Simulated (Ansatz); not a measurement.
# SiBr: the cost of one run

Computed with Ansatz 0.2.0 (DFT PBE, scalar-relativistic, plane waves, PAW, unless a step's input says otherwise).

### 1 Starting point

The structure is cubic, space group Pm-3m (No. 221). Conventional cell: a = 3.576 Å, b = 3.576 Å, c = 3.576 Å, α = 90.00°, β = 90.00°, γ = 90.00°. Si (site symmetry m-3m) has 8 Br at 3.10 Å as nearest neighbours. Br (site symmetry m-3m) has 8 Si at 3.10 Å as nearest neighbours.

Structure file:

```
CELL_PARAMETERS angstrom
3.57623 0.00000 0.00000
0.00000 3.57623 0.00000
0.00000 0.00000 3.57623
ATOMIC_POSITIONS crystal
Si 0.00000 0.00000 0.00000
Br 0.50000 0.50000 0.50000
```

This is candidate A: caesium chloride type (Pm-3m, No. 221).

(A quick probe on a coarse mesh, which set the mesh and smearing, is not shown.)

### 3 Full relaxation (candidate A)

Contents of input.yaml:

```yaml
crystal:
  lattice:
    - [3.5762264055, 0.0, 0.0]
    - [0.0, 3.5762264055, 0.0]
    - [0.0, 0.0, 3.5762264055]
  atoms:
    - { symbol: Si, position: [0.0, 0.0, 0.0] }
    - { symbol: Br, position: [0.5, 0.5, 0.5] }
basis:
  ecutwfc: 420
kpoints:
  mp_grid: { grid: [16, 16, 16] }
hamiltonian:
  xc: pbe
scf:
  occupations: { method: gaussian, width: 0.1 }
output:
  forces: true
  stress: true
  eigenvalues: true
relax:
  adjacent_minimum: "off"
  f_tol: 0.01
  max_steps: 80
  cell: { stress_tol: 0.05 }
```

Command:

```
ansatz run input.yaml --threads 1 --pin off --max-ram 2560MiB --backend cpu --events-out ev --progress --plain --runs-dir out
```

Q: Estimate wall time and peak memory on 1 thread of AMD EPYC 7B13 (Zen 3), shared host.

About 13 s, with a peak of 0.42 GiB.
